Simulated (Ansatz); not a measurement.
**PtS2: how the settings move a single-point run**

Question: which choices in the input matter for PtS2?

Program: Ansatz 0.2.0. Level of theory: reference: DFT, PBEsol, all-electron LAPW, scalar-relativistic; levels and slopes on a fine mesh, independent-particle optical spectra. These are calculated values, not measurements.

### 1 Starting point

The structure is trigonal, space group P-3m1 (No. 164). The conventional cell has a = 3.573 Å, b = 3.573 Å, c = 4.737 Å, α = 90.00°, β = 90.00°, γ = 120.00°. Around Pt (site symmetry -3m) lie 6 S at 2.38 Å. S (site symmetry 3m) is surrounded by 3 Pt at 2.38 Å.

Structure file:

```cif
data_structure
_symmetry_space_group_name_H-M 'P-3m1'
_symmetry_Int_Tables_number 164
_cell_length_a 3.5734
_cell_length_b 3.5734
_cell_length_c 4.7371
_cell_angle_alpha 90.000
_cell_angle_beta 90.000
_cell_angle_gamma 120.000
_cell_volume 52.38
loop_
_atom_site_label
_atom_site_type_symbol
_atom_site_symmetry_multiplicity
_atom_site_Wyckoff_symbol
_atom_site_fract_x
_atom_site_fract_y
_atom_site_fract_z
_atom_site_occupancy
Pt1 Pt 1 a 0.00000 0.00000 0.00000 1
S1 S 2 d 0.33333 0.66667 0.25246 1
```

### 2 Reference

Contents of input.yaml:

```yaml
crystal:
  lattice:
    - [3.57337778687, 0.0, 0.0]
    - [-1.78668889344, 3.09463594075, 0.0]
    - [0.0, 0.0, 4.73710729995]
  atoms:
    - { symbol: Pt, position: [0.0, 0.0, 0.0] }
    - { symbol: S, position: [0.333333333333, 0.666666666667, 0.252463677261] }
    - { symbol: S, position: [0.666666666667, 0.333333333333, 0.747536322739] }
kpoints:
  mp_grid: { grid: [10, 10, 6] }
scf:
  occupations: { method: fixed }
hamiltonian:
  xc: pbesol
  pseudopotentials: { kind: all_electron, lapw: { basis_error: 0.001 } }
output:
  forces: true
  stress: true
  eigenvalues: true
  eigenstates:
    nscf_kmesh: { grid: [12, 12, 8] }
    de_dk: true
    e_range: [-9, 10.16956276814]
  optics:
    e_range: [0, 25]
    de: 0.2
    sigma: 0.15
    bands: { spectra_wanted_up_to: 25 }
    nscf_kmesh: { grid: [12, 12, 8] }
checkpoint:
  write: ck
  write_wavefunctions: false
```

Command:

```sh
> ansatz run input.yaml --threads 1 --pin off --max-ram 3072MiB --backend cpu --events-out ev --progress --plain --runs-dir out
```

The main lines of its log:

```text
[...]
Basis set: ecut = 286.0025054386525 eV, 565 PW (Γ), exchange–correlation at level 2
[...]
k-points: 72 of 600
[...]
SCF iter   1: F=—  HF=-522511.776777 eV  |F-HF|=—  |Δ(HF+E_count)|=         —  Δρ=5.45e-2  dr2=2.42e0  ethr=3.45e-3  ⟨swp⟩=2.0  Hψ=19530  notcnv=0
preconditioner: auto → Resta (q_TF=auto, 2.863 Å⁻¹)  ε∞=5.3  [insulator: Δε(μ)=0.986 eV  Ē_g=11.642 eV  n_scr=22 (ndim 8)  ℏωp=24.1 eV  f_vac=0.079  ε∞_Penn≈5.3]
SCF iter   2: F=—  HF=-522511.207890 eV  |F-HF|=—  |Δ(HF+E_count)|=   5.69e-1  Δρ=3.45e-2  dr2=1.18e0  ethr=3.45e-3  ⟨swp⟩=3.0  Hψ=8928  notcnv=0
[...]
SCF iter  12: F=—  HF=-522510.462726 eV  |F-HF|=—  |Δ(HF+E_count)|=    0.00e0  Δρ=1.58e-7  dr2=1.70e-11  ethr=7.99e-12 (applied; sched 1.00e-12)  ⟨swp⟩=2.0  Hψ=8928  notcnv=0
SCF iter  13: F=-522510.462726 eV  HF=-522510.462726 eV  |F-HF|=1.16e-10  |Δ(HF+E_count)|=  8.15e-10  Δρ=5.50e-8  dr2=2.43e-12  ethr=7.99e-12 (applied; sched 1.00e-12)  ⟨swp⟩=2.0  Hψ=8928  notcnv=0
[...]
SCF converged after 13 iterations
Free energy (F): -522510.462726 eV
[...]
E sigma→0 (E₀):  -522510.462726 eV
Fermi energy:    14.326121 eV
[...]
  P = ⅓ Tr σ = 0.0081 GPa (0.081 kbar)
[...]
```

Run time: 96 s. Hardware: 1 thread of Intel Xeon 6975P-C (Granite Rapids), shared host; peak memory 0.66 GiB.

### 3 Variant: lower_state_search off, mixing.algorithm msr1, mixing.beta 0.05

input.yaml, as its differences from that of step 2:

```diff
@@ -13,2 +13,4 @@
   occupations: { method: fixed }
+  lower_state_search: "off"
+  mixing: { algorithm: msr1, beta: 0.05 }
 hamiltonian:
```

Command:

```sh
> ansatz run input.yaml --threads 1 --pin off --max-ram 3072MiB --backend cpu --events-out ev --progress --plain --runs-dir out
```

What it wrote, shortened:

```text
LAPW: plane waves up to 8.664 Å⁻¹, error target 1.0e-3 eV per atom; small_component_spin mean_spin; S in spheres of 1.031 Å, 14 of its electrons in bands, Dirac shells []; Pt in spheres of 1.354 Å, 42 of its electrons in bands, Dirac shells [] (how accurate: [...]
Pseudopotentials: kind: all_electron
Pseudopotential: Pt, LAPW, valence charge 42, lapw/all_electron/scalar/gaussian/Pt, Koelling and Harmon's equation, gaussian nucleus
Pseudopotential: S, LAPW, valence charge 14, lapw/all_electron/scalar/gaussian/S, Koelling and Harmon's equation, gaussian nucleus
Functional definition: PBEsol
[...]
davidson cushion auto → on  (no smearing: the cushion is to keep the highest requested band from converging to the state above it; pin scf.eigensolver.cushion to override)
Crystal: 3 atoms, lattice volume = 52.384 Å³
Basis set: ecut = 286.0025054386525 eV, 565 PW (Γ), exchange–correlation at level 2
Bands: 42, of which v1, the nominal top of the filled ones, is band 35 counted from 1 (34 counted from 0)
Symmetry: 12 space group operations
Space group: P-3m1 (ITA 164), of the structure as read, at distance tolerance 3.7e-5 Å
k-points: 72 of 600
[...]
SCF iter   1: F=—  HF=-522511.776777 eV  |F-HF|=—  |Δ(HF+E_count)|=         —  Δρ=5.45e-2  dr2=2.42e0  ethr=3.45e-3  ⟨swp⟩=2.0  Hψ=19530  notcnv=0
[...]
the basis was enlarged: its passes take 3.4 MiB over the memory plan, 1 of 1 planned eigensolver slots
[...]
SCF iter  14: F=-522510.462728 eV  HF=-522510.462728 eV  |F-HF|=4.66e-10  |Δ(HF+E_count)|=  4.66e-10  Δρ=4.66e-8  dr2=1.64e-12  ethr=7.99e-12 (applied; sched 1.00e-12)  ⟨swp⟩=2.0  Hψ=8928  notcnv=0
[...]
NSCF: frozen V_eff on 131 k-points
NSCF: frozen V_eff on 131 k-points
SCF converged after 14 iterations
Free energy (F): -522510.462728 eV
[...]
E sigma→0 (E₀):  -522510.462728 eV
Fermi energy:    14.326120 eV
[...]
--- Forces (eV/Å), atoms counted from 1 ---
  atom   1  Pt    -0.00000000     0.00000000     0.00000000
  atom   2  S     -0.00000000    -0.00000000    -0.01044385
  atom   3  S      0.00000000     0.00000000     0.01044385
[...]
--- Stress (GPa, compression-positive) ---
       -0.022585      -0.000000      -0.000000
       -0.000000      -0.022585       0.000000
       -0.000000      -0.000000       0.069542
  P = ⅓ Tr σ = 0.0081 GPa (0.081 kbar)
--- Band table (eV; the first three rows and the last of 72) ---
[...]
--- Fermi surface from the table of eigenstates not read: on its mesh, or on one of the eight of every second point, the electrons fill whole bands (an insulator's do; a metal wants a denser output.eigenstates.nscf_kmesh) ---
```

Wall time 98 s (1 thread of Intel Xeon 6975P-C (Granite Rapids), shared host); peak memory 0.68 GiB.

Changing the search for lower states and mixing leaves the energy as it was (0.0 meV/atom).

### 4 Changed: mp_grid.shift [0.5, 0.5, 0.5], dispersion d3bjatm

input.yaml, as its differences from that of step 2:

```diff
@@ -10,3 +10,3 @@
 kpoints:
-  mp_grid: { grid: [10, 10, 6] }
+  mp_grid: { grid: [10, 10, 6], shift: [0.5, 0.5, 0.5] }
 scf:
@@ -16,2 +16,3 @@
   pseudopotentials: { kind: all_electron, lapw: { basis_error: 0.001 } }
+  dispersion: d3bjatm
 output:
```

Command:

```sh
> ansatz run input.yaml --threads 1 --pin off --max-ram 3072MiB --backend cpu --events-out ev --progress --plain --runs-dir out
```

What it wrote, shortened:

```text
Warning: crystal.symmetry: narrowed to the stabiliser of the k-point mesh — unitary ops 12 → 4; excluded 8 operations that carry a point of the 10×10×6 mesh (shift [0.5, 0.5, 0.5]) off the mesh (the run samples exactly the mesh kpoints.mp_grid names, as under crystal.symmetry.detect: [...]
LAPW: plane waves up to 8.664 Å⁻¹, error target 1.0e-3 eV per atom; small_component_spin mean_spin; S in spheres of 1.031 Å, 14 of its electrons in bands, Dirac shells []; Pt in spheres of 1.354 Å, 42 of its electrons in bands, Dirac shells [] (how accurate: [...]
[... 4 set-up lines as earlier in the session ...]
[...]
SCF iter  13: F=-522511.492397 eV  HF=-522511.492397 eV  |F-HF|=1.16e-10  |Δ(HF+E_count)|=  6.98e-10  Δρ=5.43e-8  dr2=2.35e-12  ethr=7.99e-12 (applied; sched 1.00e-12)  ⟨swp⟩=2.0  Hψ=20460  notcnv=0
[...]
NSCF: frozen V_eff on 320 k-points
NSCF: frozen V_eff on 320 k-points
SCF converged after 13 iterations
Free energy (F): -522511.492397 eV
[...]
E sigma→0 (E₀):  -522511.492397 eV
Fermi energy:    14.201328 eV
[...]
--- Forces (eV/Å), atoms counted from 1 ---
  atom   1  Pt     0.00000000    -0.00000000     0.00000000
  atom   2  S      0.00039175    -0.00022618    -0.00429789
  atom   3  S     -0.00039175     0.00022618     0.00429789
[...]
--- Stress (GPa, compression-positive) ---
       -2.945474      -0.003120      -0.000244
       -0.003120      -2.949077       0.000141
       -0.000244       0.000141      -2.952398
  P = ⅓ Tr σ = -2.9490 GPa (-29.490 kbar)
--- Band table (eV; the first three rows and the last of 165) ---
[...]
--- Fermi surface from the table of eigenstates not read: on its mesh, or on one of the eight of every second point, the electrons fill whole bands (an insulator's do; a metal wants a denser output.eigenstates.nscf_kmesh) ---
```

It took 3.9 min on 1 thread of Intel Xeon 6975P-C (Granite Rapids), shared host; peak memory 1.2 GiB.

Changing the k-point mesh and dispersion term moves the energy by -343.2 meV/atom, and the pressure goes from 0.0 to -2.9 GPa and the gap on the mesh goes from 0.17 to 0.29 eV. A gap read on a mesh depends on which points the mesh holds, and a coarse mesh shifts the density too.

### 5 Comparison

```csv
run,ending,energy change,pressure (GPa),gap (eV),force (eV/Å),cycles,time
reference,converged,0,0.0,0.17,0.01,-,96 s
"1: lower_state_search off, mixing.algorithm msr1, mixing.beta 0.05",converged,0.0 meV/atom,0.0,0.17,0.01,14,98 s
"2: mp_grid.shift [0.5, 0.5, 0.5], dispersion d3bjatm",converged,-343.2 meV/atom (offset of the dispersion model),-2.9,0.29,0.00,13,3.9 min
```

Residual by cycle in the longest SCF loop of each run; runs are numbered as in the table. The quantity is the density residual dr2, in eV.

```csv
cycle,reference,run 1,run 2
1,2.42,2.42,2.42
2,1.18,1.69,1.18
3,0.052,0.0737,0.052
5,0.00124,0.00428,0.00125
6,1.8e-4,6.3e-4,1.8e-4
7,1.8e-5,8.0e-5,1.8e-5
8,1.2e-6,3.0e-6,1.3e-6
9,5.5e-8,1.1e-6,5.3e-8
10,7.3e-9,6.1e-8,7.5e-9
12,1.7e-11,2.8e-10,1.7e-11
13,2.4e-12,1.3e-11,2.3e-12
14,-,1.6e-12,-
```

**Reading.** «lower_state_search off, mixing.algorithm msr1, mixing.beta 0.05» leaves the energy as it was. The pressure spans -2.9 to 0.0 GPa over the reference and the converged variants. The gap spans 0.17 to 0.29 eV over the reference and the converged variants (gaps read on unlike meshes, which can miss the band edges). Of the variants the dearest is «mp_grid.shift [0.5, 0.5, 0.5], dispersion d3bjatm» (3.9 min), the cheapest «lower_state_search off, mixing.algorithm msr1, mixing.beta 0.05» (98 s), on a shared host. The gap of the reference lacks spin-orbit coupling, though the cell holds Pt.
